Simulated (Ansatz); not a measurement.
**HBr with CH₃F: superposition error and deformation**

Aim: split the binding of a pair into the counterpoise interaction, the basis-set superposition error and the cost of deforming the fragments.

Computed with Ansatz 0.2.0, Gaussian basis. Level: PBE0-D4 structures, single points in def2-TZVPPD.

Levels: PBE-D4, revPBE-D4, BLYP-D4, r2SCAN-D4, B97M-V, PBE0-D4, B3LYP-D4, HSE06-D4, wB97X-V, wB97M-V, B2PLYP, Hartree-Fock, MP2, CCSD, CCSD(T).

Correlated methods freeze the cores. Filled d shells of the heavier atoms are correlated. B3LYP uses VWN-RPA correlation. B2PLYP carries no dispersion term here.

129 further runs of the same task are left out: 129 set aside as unsound or not needed. Runs told in other sessions of the task aren't counted.

**1. The system as given**

The relaxed pair: 7 atoms, charge 0, spin multiplicity 1.

Atoms are counted from 1 here; the program's logs count them from 0.

Bond lengths: Br1–H2 1.428 Å, C3–F4 1.387 Å, C3–H5 1.091 Å, C3–H6 1.091 Å, C3–H7 1.091 Å. Angles: F4–C3–H5 108.5°, F4–C3–H6 108.7°, F4–C3–H7 108.5°, H5–C3–H6 110.3°, H5–C3–H7 110.4°, H6–C3–H7 110.3°.

Geometry (Å):

```xyz
7
CH4BrF
Br    0.6293    0.3847   -2.8876
H    -0.2189   -0.0620   -1.8287
C    -0.0382   -0.0443    0.9926
F    -0.9178   -0.4492   -0.0009
H    -0.5565    0.6564    1.6484
H     0.8208    0.4392    0.5243
H     0.2811   -0.9246    1.5519
```

Atoms 1 to 2 are fragment A (HBr), the rest fragment B (CH₃F). From earlier runs, pair energy (eV) and counterpoise interaction (kcal/mol):

```
      method       E(pair)  interaction
      PBE-D4  -73852.41501        -3.45
   revPBE-D4  -73860.09151        -2.70
     BLYP-D4  -73867.08903        -3.00
   r2SCAN-D4  -73864.80540        -3.42
      B97M-V  -73853.49510        -3.24
     PBE0-D4  -73855.03359        -3.32
    B3LYP-D4  -73868.24035        -3.20
    HSE06-D4  -73854.96488        -3.32
     wB97X-V  -73859.42622        -3.14
     wB97M-V  -73861.61151        -3.10
      B2PLYP  -73854.19237        -2.55
Hartree-Fock  -73800.19009        -1.11
         MP2  -73820.02874        -3.05
     CCSD(T)  -73821.34895        -2.74
```

First each fragment is run alone in its own basis, frozen in the shape it has in the pair (a, b).

**2. PBE-D4/def2-TZVPPD**

Contents of a/in.yaml:

```yaml
crystal:
  periodic: [false, false, false]
  atoms:
    - {symbol: Br, position_ang: [0.629344, 0.384713, -2.887601]}
    - {symbol: H, position_ang: [-0.218891, -0.061960, -1.828689]}
basis:
  gaussian: {orbitals: "def2-TZVPPD.json"}
hamiltonian: {xc: pbe, dispersion: d4}
```

Contents of b/in.yaml:

```yaml
crystal:
  periodic: [false, false, false]
  atoms:
    - {symbol: C, position_ang: [-0.038231, -0.044337, 0.992620]}
    - {symbol: F, position_ang: [-0.917780, -0.449247, -0.000903]}
    - {symbol: H, position_ang: [-0.556480, 0.656351, 1.648443]}
    - {symbol: H, position_ang: [0.820836, 0.439210, 0.524317]}
    - {symbol: H, position_ang: [0.281102, -0.924630, 1.551914]}
basis:
  gaussian: {orbitals: "def2-TZVPPD.json"}
hamiltonian: {xc: pbe, dispersion: d4}
```

The basis file named in the input lies beside it (Basis Set Exchange, JSON).

The same command starts each run, in its folder.

The run is started by

```bash
$ ansatz run in.yaml --threads 4 --pin off --events-out ev --progress --plain --max-ram 9574MiB
```

Log of a:

```text
Functional definition: PBE
  name "PBE"
  cite "Perdew, Burke & Ernzerhof, Phys. Rev. Lett. 77, 3865 (1996) doi:10.1103/PhysRevLett.77.3865"
  parent pbe
  parameter kappa = 0.804
  parameter beta = 0.06672455060314922
  exchange = pbe_x(kappa = kappa, mu = beta*pi^2/3)
  correlation = pbe_c(beta = beta)
479 factors; their error is unknown
mean field evaluation 1: about -70051.9763 eV, gradient 1.0e1 eV
mean field evaluation 2: about -70052.0576 eV, gradient 6.5e0 eV
mean field evaluation 4: about -70052.1696 eV, gradient 2.0e-1 eV
mean field evaluation 8: about -70052.1641 eV, gradient 1.7e-1 eV
mean field -70052.16412769 eV, -2574.3695486304 hartree, gradient 2.9e-5 eV, S^2 0.000000; 0 other end points of the search recorded, 0 dependent functions left out
reference -70052.16417115 eV, -2574.3695502275 hartree; 18, 18 occupied and 56, 56 virtual orbitals, 479 factors
Total energy: -70052.17095926 eV, -2574.3697996858 hartree
```

Output in b, shortened:

```text
[... 4 set-up lines as earlier in the session ...]
[...]
548 factors; their error is unknown
[...]
mean field -3800.06044626 eV, -139.6496456265 hartree, gradient 4.1e-5 eV, S^2 0.000000; 0 other end points of the search recorded, 0 dependent functions left out
reference -3800.06048714 eV, -139.6496471289 hartree; 9, 9 occupied and 119, 119 virtual orbitals, 548 factors
Total energy: -3800.08909019 eV, -139.6506982714 hartree
```

Times: 0.35 s (a), 0.5 s (b) on 4 threads of Intel Xeon Platinum 8259CL at 2.50GHz, shared host.

**3. r2SCAN-D4/def2-TZVPPD**

The same edit goes into each in.yaml of step 2 (a, b):

```diff
-hamiltonian: {xc: pbe, dispersion: d4}
+hamiltonian: {xc: r2scan, dispersion: d4}
```

Each run has its own folder and the same command.

The run is started by

```bash
$ ansatz run in.yaml --threads 4 --pin off --events-out ev --progress --plain --max-ram 9574MiB
```

a printed, shortened:

```text
Functional definition: r2SCAN
  name "r2SCAN"
  cite "Furness, Kaplan, Ning, Perdew & Sun, J. Phys. Chem. Lett. 11, 8208 (2020) doi:10.1021/acs.jpclett.0c02405"
  cite "Furness, Kaplan, Ning, Perdew & Sun, J. Phys. Chem. Lett. 11, 9248 (2020) doi:10.1021/acs.jpclett.0c03077"
  parent r2scan
[...]
479 factors; their error is unknown
[...]
mean field -70062.30007418 eV, -2574.7420377935 hartree, gradient 1.5e-5 eV, S^2 0.000000; 0 other end points of the search recorded, 0 dependent functions left out
reference -70062.30008566 eV, -2574.7420382153 hartree; 18, 18 occupied and 56, 56 virtual orbitals, 479 factors
Total energy: -70062.30154550 eV, -2574.7420918633 hartree
```

Output in b, shortened:

```text
[... 5 set-up lines as earlier in the session ...]
[...]
548 factors; their error is unknown
[...]
mean field -3802.34431975 eV, -139.7335764294 hartree, gradient 3.4e-5 eV, S^2 0.000000; 0 other end points of the search recorded, 0 dependent functions left out
reference -3802.34433251 eV, -139.7335768980 hartree; 9, 9 occupied and 119, 119 virtual orbitals, 548 factors
Total energy: -3802.35107497 eV, -139.7338246789 hartree
```

Wall times: 0.6 s (a), 0.85 s (b) on 4 threads of Intel Xeon Platinum 8259CL at 2.50GHz, shared host.

**4. PBE0-D4/def2-TZVPPD**

Each input of step 3 (a, b) changes in the same lines:

```diff
-hamiltonian: {xc: r2scan, dispersion: d4}
+hamiltonian: {xc: pbe0, dispersion: d4}
+output: {orbitals: {seedname: orbitals}}
```

Each run has its own folder and the same command.

The run is started by

```bash
$ ansatz run in.yaml --threads 4 --pin off --events-out ev --progress --plain --max-ram 9574MiB
```

Output in a, shortened:

```text
Functional definition: PBE0
  name "PBE0"
  cite "Adamo & Barone, J. Chem. Phys. 110, 6158 (1999) doi:10.1063/1.478522"
[... 2 set-up lines as earlier in the session ...]
[...]
531 factors; their error is unknown
[...]
mean field -70054.61520134 eV, -2574.4596239257 hartree, gradient 7.1e-5 eV, S^2 0.000000; 0 other end points of the search recorded, 0 dependent functions left out
reference -70054.61523005 eV, -2574.4596249807 hartree; 18, 18 occupied and 56, 56 virtual orbitals, 531 factors
Total energy: -70054.62075198 eV, -2574.4598279077 hartree
```

Output in b, shortened:

```text
[... 5 set-up lines as earlier in the session ...]
[...]
548 factors; their error is unknown
[...]
mean field -3800.24085078 eV, -139.6562753705 hartree, gradient 1.4e-5 eV, S^2 0.000000; 0 other end points of the search recorded, 0 dependent functions left out
reference -3800.24087982 eV, -139.6562764378 hartree; 9, 9 occupied and 119, 119 virtual orbitals, 548 factors
Total energy: -3800.26393248 eV, -139.6571236074 hartree
```

They took 0.35 s (a), 0.65 s (b) on 4 threads of Intel Xeon Platinum 8259CL at 2.50GHz, shared host.

**5. B3LYP-D4/def2-TZVPPD**

Each input of step 4 (a, b) changes in the same lines:

```diff
-hamiltonian: {xc: pbe0, dispersion: d4}
-output: {orbitals: {seedname: orbitals}}
+hamiltonian: {xc: {name: B3LYP}, dispersion: d4}
```

Each run has its own folder and the same command.

The run is started by

```bash
$ ansatz run in.yaml --threads 4 --pin off --events-out ev --progress --plain --max-ram 9574MiB
```

a printed, shortened:

```text
Functional definition: B3LYP
  name "B3LYP"
  cite "Stephens, Devlin, Chabalowski & Frisch, J. Phys. Chem. 98, 11623 (1994) doi:10.1021/j100096a001"
  cite "Becke, Phys. Rev. A 38, 3098 (1988) doi:10.1103/PhysRevA.38.3098"
  cite "Lee, Yang & Parr, Phys. Rev. B 37, 785 (1988) doi:10.1103/PhysRevB.37.785"
  cite "Vosko, Wilk & Nusair, Can. J. Phys. 58, 1200 (1980) doi:10.1139/p80-159"
[...]
515 factors; their error is unknown
[...]
mean field -70063.61967688 eV, -2574.7905322981 hartree, gradient 5.5e-6 eV, S^2 0.000000; 0 other end points of the search recorded, 0 dependent functions left out
reference -70063.61986563 eV, -2574.7905392348 hartree; 18, 18 occupied and 56, 56 virtual orbitals, 515 factors
Total energy: -70063.63100414 eV, -2574.7909485675 hartree
```

Output in b, shortened:

```text
[... 6 set-up lines as earlier in the session ...]
[...]
548 factors; their error is unknown
[...]
mean field -3804.42000408 eV, -139.8098564213 hartree, gradient 6.8e-5 eV, S^2 0.000000; 0 other end points of the search recorded, 0 dependent functions left out
reference -3804.42021617 eV, -139.8098642157 hartree; 9, 9 occupied and 119, 119 virtual orbitals, 548 factors
Total energy: -3804.46591664 eV, -139.8115436768 hartree
```

They took 0.4 s (a), 0.6 s (b) on 4 threads of Intel Xeon Platinum 8259CL at 2.50GHz, shared host.

**6. wB97X-V/def2-TZVPPD**

The same edit goes into each in.yaml of step 5 (a, b):

```diff
-hamiltonian: {xc: {name: B3LYP}, dispersion: d4}
+hamiltonian: {xc: {name: wB97X-V}}
```

The same command starts each run, in its folder.

The run is started by

```bash
$ ansatz run in.yaml --threads 4 --pin off --events-out ev --progress --plain --max-ram 9574MiB
```

Log of a, shortened:

```text
Functional definition: wB97X-V
  name "wB97X-V"
  cite "Mardirossian & Head-Gordon, Phys. Chem. Chem. Phys. 16, 9904 (2014) doi:10.1039/C3CP54374A"
  cite "Becke, J. Chem. Phys. 107, 8554 (1997) doi:10.1063/1.475007"
  cite "Vydrov & Van Voorhis, J. Chem. Phys. 133, 244103 (2010) doi:10.1063/1.3521275"
[...]
      + integral(e_c_pw_opposite_spin*poly(b97_u_opposite, cos0, cos1)) + vv10(b, c)
515 factors; their error is unknown
102 factors; integrals over basis functions are off by at most 6.0e-5 eV
[...]
mean field -70056.31684255 eV, -2574.5221580867 hartree, gradient 1.7e-5 eV, S^2 0.000000; 0 other end points of the search recorded, 0 dependent functions left out
reference -70056.31684075 eV, -2574.5221580206 hartree; 18, 18 occupied and 56, 56 virtual orbitals, 515 factors
Total energy: -70056.31684075 eV, -2574.5221580206 hartree
```

b printed, shortened:

```text
[... 5 set-up lines as earlier in the session ...]
[...]
      + integral(e_c_pw_opposite_spin*poly(b97_u_opposite, cos0, cos1)) + vv10(b, c)
548 factors; their error is unknown
177 factors; integrals over basis functions are off by at most 2.3e-5 eV
[...]
mean field -3802.96837807 eV, -139.7565101496 hartree, gradient 7.6e-5 eV, S^2 0.000000; 0 other end points of the search recorded, 0 dependent functions left out
reference -3802.96837621 eV, -139.7565100812 hartree; 9, 9 occupied and 119, 119 virtual orbitals, 548 factors
Total energy: -3802.96837621 eV, -139.7565100812 hartree
```

Times: 0.85 s (a), 2.4 s (b) on 4 threads of Intel Xeon Platinum 8259CL at 2.50GHz, shared host.

**7. wB97M-V/def2-TZVPPD**

Each input of step 6 (a, b) changes in the same lines:

```diff
-hamiltonian: {xc: {name: wB97X-V}}
+hamiltonian: {xc: {name: wB97M-V}}
```

Each run has its own folder and the same command.

The run is started by

```bash
$ ansatz run in.yaml --threads 4 --pin off --events-out ev --progress --plain --max-ram 9574MiB
```

Log of a, shortened:

```text
Functional definition: wB97M-V
  name "wB97M-V"
  cite "Mardirossian & Head-Gordon, J. Chem. Phys. 144, 214110 (2016) doi:10.1063/1.4952647"
[... 2 set-up lines as earlier in the session ...]
  # Of w^i u^j: cxij and so on, Table III.
[...]
  gx(w, u) = 1 - cx + cx01*u + cx10*w
[...]
      + integral(e_c_pw_mod_opposite_spin*gos(b97_w_opposite, b97_u_opposite)) + vv10(b, c)
508 factors; their error is unknown
102 factors; integrals over basis functions are off by at most 6.0e-5 eV
[...]
mean field -70058.69898087 eV, -2574.6097000552 hartree, gradient 1.6e-5 eV, S^2 0.000000; 0 other end points of the search recorded, 0 dependent functions left out
reference -70058.69903060 eV, -2574.6097018828 hartree; 18, 18 occupied and 56, 56 virtual orbitals, 508 factors
Total energy: -70058.69903060 eV, -2574.6097018828 hartree
```

Log of b, shortened:

```text
[... 5 set-up lines as earlier in the session ...]
  # Of w^i u^j: cxij and so on, Table III.
[...]
  gx(w, u) = 1 - cx + cx01*u + cx10*w
[...]
      + integral(e_c_pw_mod_opposite_spin*gos(b97_w_opposite, b97_u_opposite)) + vv10(b, c)
548 factors; their error is unknown
177 factors; integrals over basis functions are off by at most 2.3e-5 eV
[...]
mean field -3802.77356037 eV, -139.7493507312 hartree, gradient 1.2e-5 eV, S^2 0.000000; 0 other end points of the search recorded, 0 dependent functions left out
reference -3802.77360681 eV, -139.7493524377 hartree; 9, 9 occupied and 119, 119 virtual orbitals, 548 factors
Total energy: -3802.77360681 eV, -139.7493524377 hartree
```

Times: 0.9 s (a), 1.6 s (b) on 4 threads of Intel Xeon Platinum 8259CL at 2.50GHz, shared host.

**8. B2PLYP/def2-TZVPPD**

The same edit goes into each in.yaml of step 7 (a, b):

```diff
-hamiltonian: {xc: {name: wB97M-V}}
+hamiltonian: {xc: {name: B2PLYP}}
```

Each run has its own folder and the same command.

The run is started by

```bash
$ ansatz run in.yaml --threads 4 --pin off --events-out ev --progress --plain --max-ram 9574MiB
```

Output in a, shortened:

```text
Functional definition: B2PLYP
  name "B2PLYP"
  cite "Grimme, J. Chem. Phys. 124, 034108 (2006) doi:10.1063/1.2148954"
[... 2 set-up lines as earlier in the session ...]
[...]
448 factors; integrals over basis functions are off by at most 1.6e-3 eV
[...]
mean field -70049.80155274 eV, -2574.2827256023 hartree, gradient 2.0e-6 eV, S^2 0.000000; 0 other end points of the search recorded, 0 dependent functions left out
9 core orbitals not correlated: weight in the atoms' cores, before any rotation towards them, 1.000 or more for the frozen orbitals, at most 0.000 for the correlated occupied ones
reference -70049.80166812 eV, -2574.2827298426 hartree; 9, 9 occupied and 56, 56 virtual orbitals, 448 factors
second order -9.29981921 eV of doubles, -0.00000000 eV of singles
Total energy: -70052.31261931 eV, -2574.3750055968 hartree
```

Log of b, shortened:

```text
[... 5 set-up lines as earlier in the session ...]
[...]
753 factors; integrals over basis functions are off by at most 7.6e-4 eV
[...]
mean field -3797.95613382 eV, -139.5723135707 hartree, gradient 4.4e-6 eV, S^2 0.000000; 0 other end points of the search recorded, 0 dependent functions left out
2 core orbitals not correlated: weight in the atoms' cores, before any rotation towards them, 1.000 or more for the frozen orbitals, at most 0.000 for the correlated occupied ones
reference -3797.95625968 eV, -139.5723181959 hartree; 7, 7 occupied and 119, 119 virtual orbitals, 753 factors
second order -14.07144586 eV of doubles, -0.00000000 eV of singles
Total energy: -3801.75555006 eV, -139.7119395422 hartree
```

They took 0.6 s (a), 0.9 s (b) on 4 threads of Intel Xeon Platinum 8259CL at 2.50GHz, shared host.

**9. BLYP-D4/def2-TZVPPD**

Each input of step 8 (a, b) changes in the same lines:

```diff
-hamiltonian: {xc: {name: B2PLYP}}
+hamiltonian: {xc: {name: BLYP}, dispersion: d4}
```

One command serves all of them, each in its own folder.

The run is started by

```bash
$ ansatz run in.yaml --threads 4 --pin off --events-out ev --progress --plain --max-ram 9574MiB
```

Log of a, shortened:

```text
Functional definition: BLYP
  name "BLYP"
[... 2 set-up lines as earlier in the session ...]
[...]
479 factors; their error is unknown
[...]
mean field -70063.42626910 eV, -2574.7834246936 hartree, gradient 2.0e-5 eV, S^2 0.000000; 0 other end points of the search recorded, 0 dependent functions left out
reference -70063.42652890 eV, -2574.7834342409 hartree; 18, 18 occupied and 56, 56 virtual orbitals, 479 factors
Total energy: -70063.44250788 eV, -2574.7840214575 hartree
```

Log of b, shortened:

```text
[... 4 set-up lines as earlier in the session ...]
[...]
548 factors; their error is unknown
[...]
mean field -3803.44259257 eV, -139.7739372110 hartree, gradient 2.7e-5 eV, S^2 0.000000; 0 other end points of the search recorded, 0 dependent functions left out
reference -3803.44288776 eV, -139.7739480590 hartree; 9, 9 occupied and 119, 119 virtual orbitals, 548 factors
Total energy: -3803.51129969 eV, -139.7764621511 hartree
```

Wall times: 0.35 s (a), 0.5 s (b) on 4 threads of Intel Xeon Platinum 8259CL at 2.50GHz, shared host.

**10. revPBE-D4/def2-TZVPPD**

Each input of step 9 (a, b) changes in the same lines:

```diff
-hamiltonian: {xc: {name: BLYP}, dispersion: d4}
+hamiltonian: {xc: {name: revPBE}, dispersion: d4}
```

One command serves all of them, each in its own folder.

The run is started by

```bash
$ ansatz run in.yaml --threads 4 --pin off --events-out ev --progress --plain --max-ram 9574MiB
```

a printed, shortened:

```text
Functional definition: revPBE
  name "revPBE"
  cite "Zhang & Yang, Phys. Rev. Lett. 80, 890 (1998) doi:10.1103/PhysRevLett.80.890"
[... 1 set-up line as earlier in the session ...]
[...]
479 factors; their error is unknown
[...]
mean field -70056.79739362 eV, -2574.5398180129 hartree, gradient 3.9e-5 eV, S^2 0.000000; 0 other end points of the search recorded, 0 dependent functions left out
reference -70056.79745068 eV, -2574.5398201096 hartree; 18, 18 occupied and 56, 56 virtual orbitals, 479 factors
Total energy: -70056.82260230 eV, -2574.5407444148 hartree
```

Log of b, shortened:

```text
[... 4 set-up lines as earlier in the session ...]
[...]
548 factors; their error is unknown
[...]
mean field -3803.01900934 eV, -139.7583708142 hartree, gradient 4.6e-5 eV, S^2 0.000000; 0 other end points of the search recorded, 0 dependent functions left out
reference -3803.01906081 eV, -139.7583727060 hartree; 9, 9 occupied and 119, 119 virtual orbitals, 548 factors
Total energy: -3803.14631703 eV, -139.7630492858 hartree
```

They took 0.3 s (a), 0.45 s (b) on 4 threads of Intel Xeon Platinum 8259CL at 2.50GHz, shared host.

**11. B97M-V/def2-TZVPPD**

The same edit goes into each in.yaml of step 10 (a, b):

```diff
-hamiltonian: {xc: {name: revPBE}, dispersion: d4}
+hamiltonian: {xc: {name: B97M-V}}
```

The same command starts each run, in its folder.

The run is started by

```bash
$ ansatz run in.yaml --threads 4 --pin off --events-out ev --progress --plain --max-ram 9574MiB
```

Output in a, shortened:

```text
Functional definition: B97M-V
  name "B97M-V"
  cite "Mardirossian & Head-Gordon, J. Chem. Phys. 142, 074111 (2015) doi:10.1063/1.4907719"
[... 2 set-up lines as earlier in the session ...]
  # Of w^i u^j: cxij and so on, Table III.
[...]
  gx(w, u) = cx00 + cx01*u + cx02*u^2 + (cx10 + cx11*u)*w
[...]
  gos(w, u) = cos00 + cos01*u + cos03*u^3 + cos10*w + cos32*w^3*u^2
[...]
      + integral(e_c_pw_mod_opposite_spin*gos(b97_w_opposite, b97_u_opposite)) + vv10(b, c)
479 factors; their error is unknown
[...]
mean field -70050.15646082 eV, -2574.2957682337 hartree, gradient 2.5e-5 eV, S^2 0.000000; 0 other end points of the search recorded, 0 dependent functions left out
reference -70050.15652474 eV, -2574.2957705826 hartree; 18, 18 occupied and 56, 56 virtual orbitals, 479 factors
Total energy: -70050.15652474 eV, -2574.2957705826 hartree
```

Output in b, shortened:

```text
[... 5 set-up lines as earlier in the session ...]
  # Of w^i u^j: cxij and so on, Table III.
[...]
  gx(w, u) = cx00 + cx01*u + cx02*u^2 + (cx10 + cx11*u)*w
[...]
  gos(w, u) = cos00 + cos01*u + cos03*u^3 + cos10*w + cos32*w^3*u^2
[...]
      + integral(e_c_pw_mod_opposite_spin*gos(b97_w_opposite, b97_u_opposite)) + vv10(b, c)
548 factors; their error is unknown
[...]
mean field -3803.19156337 eV, -139.7647120581 hartree, gradient 2.5e-5 eV, S^2 0.000000; 0 other end points of the search recorded, 0 dependent functions left out
reference -3803.19161850 eV, -139.7647140840 hartree; 9, 9 occupied and 119, 119 virtual orbitals, 548 factors
Total energy: -3803.19161850 eV, -139.7647140840 hartree
```

Times: 0.8 s (a), 1.4 s (b) on 4 threads of Intel Xeon Platinum 8259CL at 2.50GHz, shared host.

**12. HSE06-D4/def2-TZVPPD**

The same edit goes into each in.yaml of step 11 (a, b):

```diff
-hamiltonian: {xc: {name: B97M-V}}
+hamiltonian: {xc: hse06, dispersion: d4}
```

Each run has its own folder and the same command.

The run is started by

```bash
$ ansatz run in.yaml --threads 4 --pin off --events-out ev --progress --plain --max-ram 9574MiB
```

Log of a, shortened:

```text
Functional definition: HSE06
  name "HSE06"
  cite "Heyd, Scuseria & Ernzerhof, J. Chem. Phys. 118, 8207 (2003) doi:10.1063/1.1564060"
  cite "Krukau, Vydrov, Izmaylov & Scuseria, J. Chem. Phys. 125, 224106 (2006) doi:10.1063/1.2404663"
  cite "Heyd & Scuseria, J. Chem. Phys. 120, 7274 (2004) doi:10.1063/1.1668634"
  cite "Ernzerhof & Perdew, J. Chem. Phys. 109, 3313 (1998) doi:10.1063/1.476928"
[...]
531 factors; their error is unknown
36 factors; integrals over basis functions are off by at most 9.7e-5 eV
[...]
mean field -70054.72973281 eV, -2574.4638328795 hartree, gradient 1.8e-5 eV, S^2 0.000000; 0 other end points of the search recorded, 0 dependent functions left out
reference -70054.72977067 eV, -2574.4638342708 hartree; 18, 18 occupied and 56, 56 virtual orbitals, 531 factors
Total energy: -70054.73484746 eV, -2574.4640208394 hartree
```

Log of b, shortened:

```text
[... 6 set-up lines as earlier in the session ...]
[...]
548 factors; their error is unknown
55 factors; integrals over basis functions are off by at most 6.0e-6 eV
[...]
mean field -3800.06032385 eV, -139.6496411281 hartree, gradient 2.0e-5 eV, S^2 0.000000; 0 other end points of the search recorded, 0 dependent functions left out
reference -3800.06036223 eV, -139.6496425384 hartree; 9, 9 occupied and 119, 119 virtual orbitals, 548 factors
Total energy: -3800.08120813 eV, -139.6504086112 hartree
```

Wall times: 0.5 s (a), 0.8 s (b) on 4 threads of Intel Xeon Platinum 8259CL at 2.50GHz, shared host.

[end of part 1 of 3]
